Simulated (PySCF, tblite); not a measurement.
# C6H5ClNO radical: geometry, infrared bands and EPR parameters

What infrared bands and EPR parameters should C6H5ClNO radical (`COc1c[c]nc(Cl)c1`) show?

The runs use tblite 0.8.0 and PySCF 2.14.0, with density-fitted response routines of our own; the level of theory stands in each step. All values are computed, except where a source is named. Atoms count from 0, in the outputs and in this text.

## (1) The molecule as given

14 atoms, charge 0, multiplicity 2; geometry from: force field or distance geometry start.

Bonds of the start (Å): C0–O1 1.39, O1–C2 1.40, C2–C3 1.39, C3–C4 1.38, C4–N5 1.35, N5–C6 1.34, C6–Cl7 1.77, C6–C8 1.38, C8–C2 1.38, C0–H9 1.13, C0–H10 1.13, C0–H11 1.10, C3–H12 1.08, C8–H13 1.06.

## (2) Optimising the geometry with GFN2-xTB

What the job is given:

```
{"job": {"kind": "relax", "xc": "GFN2-xTB", "basis": "xTB"}, "charge": 0, "multiplicity": 2}
C     -2.284300    -0.483800    -0.025700
O     -1.416500     0.600200    -0.114000
C     -0.018300     0.526800    -0.049600
C      0.657000     1.732300    -0.159100
C      2.040700     1.731200    -0.099300
N      2.734200     0.581300     0.028600
C      2.061100    -0.572800     0.121600
Cl     2.922300    -2.109800     0.311400
C      0.682700    -0.649000     0.088800
H     -3.123700    -0.393300    -0.777600
H     -2.732500    -0.572500     1.009700
H     -1.801200    -1.443000    -0.270100
H      0.084300     2.640900    -0.250600
H      0.193500    -1.588900     0.163700
```

Launch:

```
$ OMP_NUM_THREADS=1 python probes_run.py task.json out
```

One launch serves the whole session: the jobs run in the order shown.

**Question.** This job is followed by: GFN2-xTB harmonic vibrations, gas phase; UKS B3LYP, pcH-1 on C Cl H N O, non-relativistic, mean-field spin-orbit, GIAO. What will the session give for the following? strongest single infrared mode (GFN2-xTB); zero-point energy (GFN2-xTB); g(iso) (B3LYP); ⟨S²⟩; largest a(iso) (averaged by class); potential on the surface of density 0.002 e/bohr³, 1st and 99th percentile.

The runs gave:

| quantity | value |
| --- | --- |
| strongest single infrared mode (GFN2-xTB) | 1443 cm⁻¹, 264 km/mol |
| zero-point energy (GFN2-xTB) | 59.7 kcal/mol |
| g(iso) (B3LYP) | 2.00211 |
| ⟨S²⟩ | 0.755 (exact 0.75) |
| largest a(iso) (averaged by class) | 13C on C4, 545.8 MHz |
| potential on the surface of density 0.002 e/bohr³, 1st and 99th percentile | -1.46 V and 1.41 V |

What this shows: Relaxing lowered the energy by 0.473 eV in 47 steps; the close pair that moved most is C4–N5, from 1.349 to 1.285 Å. All 36 modes are real, so the xTB geometry is a minimum. The strongest single mode, at 1443 cm⁻¹, is spread over many atoms; the largest shares are those of C2, C8. GFN2-xTB is a fitted tight-binding method: band positions and strengths are rough. Its intensities can rank the bands wrongly. C4 carries the largest spin population, 0.87 e. The isotropic g lies 0.2 ppt below the free-electron value. The conformer search found further structures of the same energy, which may be mirror or relabelled copies of this one.
